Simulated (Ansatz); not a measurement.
Fe4Si:

```
Fe Si
1.0
     0.00000    2.02761    9.46634
     1.52190    0.00000    9.46634
     1.52190    2.02761    0.00000
Fe Si
4 1
Direct
  0.59407 0.59407 0.40593
  0.19797 0.19797 0.80203
  0.80203 0.80203 0.19797
  0.40593 0.40593 0.59407
  0.00000 0.00000 0.00000
```

The cell comes from a database or a generator and needn't be the stable form of this composition.

Base run:

* Program: Ansatz 0.2.0
* Functional: PBEsol
* Potentials or basis: Ansatz PAW earlier set
* Cutoff: 844 eV
* Density cutoff: 3376 eV
* k mesh: 11 × 11 × 11
* Occupations: fermi-dirac, width 0.05 eV
* Spin: collinear spin, ferromagnetic start
* Starting moments: [3.0, 3.0, 3.0, 3.0, 0.0] μB

Its results: band gap on the k mesh none (metal or under the smearing width); pressure -9.2 GPa; net moment 8.81 μB per cell; site moments Fe +1.91, +2.57; Si -0.06 μB; largest force 0.062 eV/Å.

Question: The run is repeated on the same cell with these changes: potentials or basis from Ansatz PAW earlier set to JTH PAW; cutoff from 844 eV to 1320 eV; density cutoff from 3376 eV to 7920 eV. What comes out?

Answer: Band gap on the k mesh none (metal or under the smearing width); pressure -9.6 GPa; net moment 8.84 μB per cell; site moments Fe +1.93, +2.58; Si -0.06 μB; largest force 0.072 eV/Å.

Caveats: the PAW data sets come from PBE, with cores solved anew for the run's functional, which leaves a small shift of forces and pressure (some runs).

Not every run made on this cell is shown here.
